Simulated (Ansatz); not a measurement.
# CH3GaSe: the cost of one run

Method: the settings change from run to run; program: Ansatz 0.2.0, Gaussian basis.

## 1. The molecule

An earlier PBE0-D4 in a triple-zeta def2 set relaxation fixed the geometry.

6 atoms, charge 0, spin multiplicity 1.

Atoms are counted from 1 here; the program's logs count them from 0.

Bond lengths: C1–Ga2 1.932 Å, C1–Se3 2.044 Å, C1–H4 1.085 Å, C1–H5 1.085 Å, Ga2–Se3 2.284 Å, Ga2–H6 1.533 Å. Angles: Ga2–C1–Se3 70.0°, Ga2–C1–H4 120.7°, Ga2–C1–H5 120.7°, Se3–C1–H4 111.7°, Se3–C1–H5 111.7°, H4–C1–H5 113.1°, C1–Ga2–Se3 57.3°, C1–Ga2–H6 158.5°, Se3–Ga2–H6 144.2°, C1–Se3–Ga2 52.7°.

## 2. r2SCAN/aug-pcseg-2

This run has D3(BJ) with three-body dispersion, high accuracy.

Input file in.yaml:

```yaml
crystal:
  periodic: [false, false, false]
  atoms:
    - {symbol: C, position_ang: [-0.101649, -0.241007, -0.785148]}
    - {symbol: Ga, position_ang: [0.115590, 0.649561, 0.915910]}
    - {symbol: Se, position_ang: [0.106250, -1.624626, 0.705477]}
    - {symbol: H, position_ang: [-1.076405, -0.302177, -1.257298]}
    - {symbol: H, position_ang: [0.718143, -0.287634, -1.494081]}
    - {symbol: H, position_ang: [0.238062, 1.805883, 1.915141]}
basis:
  gaussian: {orbitals: aug-pcseg-2}
hamiltonian: {xc: {name: r2SCAN}, dispersion: d3bjatm}
accuracy: high
```

The run is started by

```bash
> ansatz run in.yaml --threads 2 --pin off --events-out ev --progress --plain --max-ram 4352MiB
```

What time and memory should one allow on 2 threads of AMD EPYC 9B14, shared host?

About 20 s, with a peak of 1.3 GiB.
